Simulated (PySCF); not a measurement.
The system is F3VS, in a box.

```
F V S
1.0
    12.00000    0.00000    0.00000
     0.00000   12.00000    0.00000
     0.00000    0.00000   12.00000
F V S
3 1 1
Direct
  0.51209 0.44095 0.61521
  0.37932 0.59663 0.50219
  0.45768 0.40687 0.39046
  0.48725 0.50439 0.49006
  0.62285 0.58710 0.44468
```

Base run:

```yaml
Program: PySCF 2.14.0
Functional: B3PW91
Potentials_or_basis: 6-31g* (all-electron)
k_mesh: 1 × 1 × 1
Occupations: fixed
Spin: no spin polarisation
```

Its results: gap between the frontier levels 4.51 eV.

Question: The run is repeated on the same cell with these changes: functional from B3PW91 to wB97X. What comes out?

Answer: Gap between the frontier levels 9.42 eV.

Caveats: this is a molecule in a periodic box at the Γ point, so its band gap is the HOMO-LUMO gap; the basis of atomic orbitals isn't converged, which shifts pressures, moduli and gaps.

A k mesh can miss the band edges.

Not every run made on this cell is shown here.
